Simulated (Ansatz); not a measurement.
# KAlO3, space group Pm-3m: a band structure

Computed with the Ansatz DFT code, driven from Python.

Interactive session:
```pycon
>>> from collections import Counter
>>> import json
>>> import warnings
>>> import ansatz as az
>>> from ase import Atoms
>>> import numpy as np
>>> params = {
...     'filling': 'Fermi-Dirac',
...     'ecut': 420,
...     'functional': 'pbesol',
...     'n_empty': 8,
... }
>>> warnings.simplefilter('ignore', az.DeckWarning)
>>> atoms = Atoms(
...     ['K', 'Al', 'O', 'O', 'O'],
...     scaled_positions=[
...         (0.0, 0.0, 0.0),
...         (0.5, 0.5, 0.5),
...         (0.5, 0.5, 0.0),
...         (0.5, 0.0, 0.5),
...         (0.0, 0.5, 0.5),
...     ],
...     cell=[
...         (3.867014, 0.0, 0.0),
...         (0.0, 3.867014, 0.0),
...         (0.0, 0.0, 3.867014),
...     ],
...     pbc=True,
... )
>>> structure = az.Crystal.from_ase(atoms)
>>> structure.resolved().tree()['lattice']
((3.867014, 0.0, 0.0), (0.0, 3.867014, 0.0), (0.0, 0.0, 3.867014))
>>> path = [
...     ('G', (0.0, 0.0, 0.0)),
...     ('X', (0.0, 0.5, 0.0)),
...     ('M', (0.5, 0.5, 0.0)),
...     ('G', (0.0, 0.0, 0.0)),
...     ('R', (0.5, 0.5, 0.5)),
... ]
>>> job = (
...     structure.calculation()
...     .kpoints(6, center='gamma')
...     .occupations(params['filling'])
...     .basis(params['ecut'])
...     .functional(params['functional'])
...     .band_structure([point for _, point in path], intervals=6)
...     .scf(extra_bands=params['n_empty'])
...     .bader_charges()
... )
>>> res = job.run(events_out='events.ndjson')

>>> rep = res.report
>>> rep['kpoints_frac'][:4]
[[0.0, 0.0, 0.0], [0.0, 0.0, 0.16666666666666666], [0.0, 0.0, 0.3333333333333333], [0.0, 0.0, -0.5]]
>>> rep['mixing_algorithm'], rep['preconditioner'], rep['eigensolver']
('MSR1', 'Kerker', 'band_cg')
>>> with open('events.ndjson') as stream:
...     kinds = Counter(json.loads(line)['event'] for line in stream)
...
>>> print('events:', {kind: kinds[kind] for kind in ('scf_iter', 'scf_done', 'notice', 'finished')})
events: {'scf_iter': 7, 'scf_done': 1, 'notice': 2, 'finished': 1}
>>> print(f'free energy      {rep["free_energy_ev"]:.5f} eV')
free energy      -3723.76257 eV
>>> print(f'per atom         {rep["free_energy_ev"] / len(res.lattice.sites):.5f} eV')
per atom         -744.75251 eV
>>> print(f'SCF iterations   {rep["n_iterations"]}  (converged: {rep["converged"]})')
SCF iterations   7  (converged: True)
>>> charges = res.bader_charges()
>>> for atom in charges.atoms:
...     print(f'Bader charge {atom.symbol:2s} {atom.partial_charge_e:+.3f} e')
...
Bader charge K  +0.808 e
Bader charge Al +2.549 e
Bader charge O  -1.119 e
Bader charge O  -1.119 e
Bader charge O  -1.119 e
>>> bands = res.band_structure()
>>> fermi = bands.fermi_energy_ev
>>> print(f'zero of the bands: {fermi:.3f} eV, the Fermi level found on the SCF mesh')
zero of the bands: 5.089 eV, the Fermi level found on the SCF mesh
>>> for spin, channel in enumerate(bands.channels):
...     print('channel', spin, '- computed levels within 8 eV of the Fermi level')
...     for i, (label, _) in enumerate(path):
...         levels = channel.eigenvalues_ev[i * 6] - fermi
...         print(f'  {label:3s}', ' '.join(f'{e:7.3f}' for e in levels if abs(e) < 8))
...
channel 0 - computed levels within 8 eV of the Fermi level
  G    -3.792  -3.792  -3.792  -0.460  -0.460  -0.460   0.071   0.071   0.071   6.604
  X    -3.665  -3.665  -3.355  -1.751  -0.973  -0.926  -0.926  -0.327  -0.327
  M    -5.066  -3.067  -2.995  -1.285  -1.285  -1.223  -0.903  -0.903   0.548
  G    -3.792  -3.792  -3.792  -0.460  -0.460  -0.460   0.071   0.071   0.071   6.604
  R    -6.650  -2.135  -2.135  -2.135  -1.203  -1.203   0.593   0.593   0.593
```

Caveats:
- Total energies depend on the potentials; only differences at equal settings carry meaning.
- For a metal this k-point mesh is coarse: on a finer one energies can move by several to tens of meV an atom and pressures by half a GPa or more, differences at one mesh by less.
- The structure comes from a database of computed cells and needn't be a stable or known phase.
- Gaps and levels are Kohn-Sham values on a finite set of k-points.
- It ran for 16 s on 1 thread of AMD EPYC 9R45 96-Core Processor (Zen 5), on a shared host, peak memory 0.39 GiB.

(Lines on the test bed's own set-up are left out of the output.)
